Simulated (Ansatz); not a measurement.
Consider the interaction energy of a dimer with the counterpoise correction of CH5B, SMILES BC (Ansatz's Python interface).

`run_dimer.py`:
```python
import ansatz as az

FIRST = [
    ("B", (-0.2201, -0.9003, 0.0519)),
    ("C", (0.1732, 0.6622, -0.0269)),
    ("H", (0.3978, -1.6517, 0.5458)),
    ("H", (-1.2246, -1.183, -0.4325)),
    ("H", (0.3139, 1.0486, 0.9859)),
    ("H", (1.1346, 0.7616, -0.5813)),
    ("H", (-0.5745, 1.2624, -0.543)),
]
SECOND = [
    ("B", (-0.0874, -0.399, 3.8214)),
    ("C", (0.0532, -2.0056, 3.7819)),
    ("H", (-1.0467, 0.1204, 3.8382)),
    ("H", (0.9039, 0.1839, 3.8557)),
    ("H", (-0.4727, -2.4332, 4.6395)),
    ("H", (-0.4239, -2.3836, 2.8486)),
    ("H", (1.0891, -2.3411, 3.7881)),
]

def energy(atoms, ghosts=()):
    molecule = az.Crystal.molecule()
    for symbol, xyz in atoms:
        molecule = molecule.atom(symbol, xyz)
    calc = (
        molecule.calculation()
        .basis(gaussian="def2-SVP")
        .functional("B3LYP")
    )
    deck = calc.input()
    if ghosts:
        deck = deck.set(az.key.basis.gaussian.ghost_atoms, [{"symbol": s, "position_ang": list(xyz)} for s, xyz in ghosts])
    return az.Session.from_dict(deck).plan().execute().report["free_energy_ev"]

both = energy(FIRST + SECOND)
alone = energy(FIRST) + energy(SECOND)
ghosted = energy(FIRST, SECOND) + energy(SECOND, FIRST)
print(f"dimer {both:.6f} eV")
print(f"interaction, uncorrected   {96.485332 * (both - alone):8.3f} kJ/mol")
print(f"interaction, counterpoise  {96.485332 * (both - ghosted):8.3f} kJ/mol")
print(f"basis-set superposition    {96.485332 * (alone - ghosted):8.3f} kJ/mol")
```

How large is the interaction at this pose, and how much of it is basis-set superposition?

Uncorrected it is 1.570 kJ/mol, with the counterpoise correction 2.676 kJ/mol; the difference, 1.11 kJ/mol, is the superposition error. In this basis both values are repulsive.

The run itself:

```console
$ python run_dimer.py
dimer -3585.659415 eV
interaction, uncorrected      1.570 kJ/mol
interaction, counterpoise     2.676 kJ/mol
basis-set superposition       1.106 kJ/mol
```

Caveats:
- Total energies depend on the basis set; only differences at equal settings carry meaning.
- The dimer is a generated trial pose of unrelaxed monomers, not a minimum, so the figure is no binding energy, and the basis set is small.
- b3lyp holds the VWN-RPA fit, as in Gaussian; the form of ORCA and Turbomole is b3lyp5.
- This level lacks the dispersion part of the attraction (electrostatics and induction are there), which can decide the sign where the interaction is weak.
- Run time: 9.7 s on 1 thread of Arm Neoverse V1 (shared host), peak memory 0.22 GiB.
